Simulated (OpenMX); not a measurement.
Sheet: CrN, a sheet with vacuum.

```
Cr N
1.0
     2.72412    0.00000    0.00000
     0.00000    2.72412    0.00000
     0.00000    0.00000   23.80000
Cr N
1 1
Direct
  0.50000 0.50000 0.29412
  0.00000 0.00000 0.29412
```

The cell was built by a generator and needn't be a form met in nature.

Base run:

```yaml
Program: OpenMX 3.8.5
Functional: PBE
Potentials_or_basis: OpenMX 2013 PBE set, Cr6.0-s3p2d2, N6.0-s2p2d1, grid cutoff 400 Ry
k_mesh: 7 × 7 × 1
Occupations: fermi-dirac, width 0.05 eV
Spin: collinear spin, ferromagnetic start
Starting_moments: "[3.0, 0.0] μB"
Hubbard_terms: Cr U = 2 eV
```

Its results: band gap on the k mesh none (metal or under the smearing width); net moment 2.96 μB per cell; site moments Cr +3.43; N -0.47 μB; largest force 0.011 eV/Å.

The run is repeated on the same cell with these changes: hubbard terms from Cr U = 2 eV to Cr U = 0 eV. What comes out?

Band gap on the k mesh none (metal or under the smearing width); net moment 2.64 μB per cell; site moments Cr +2.87; N -0.23 μB; largest force 0.010 eV/Å.

Caveats: no basis functions reach into the vacuum, so the work function isn't listed; the basis of atomic orbitals isn't converged, which shifts pressures, moduli and gaps; only a ferromagnetic start was run, and an antiferromagnetic order may lie lower in energy; U acts on the first radial function of the shell alone, so its value doesn't carry over to other programs (some runs).
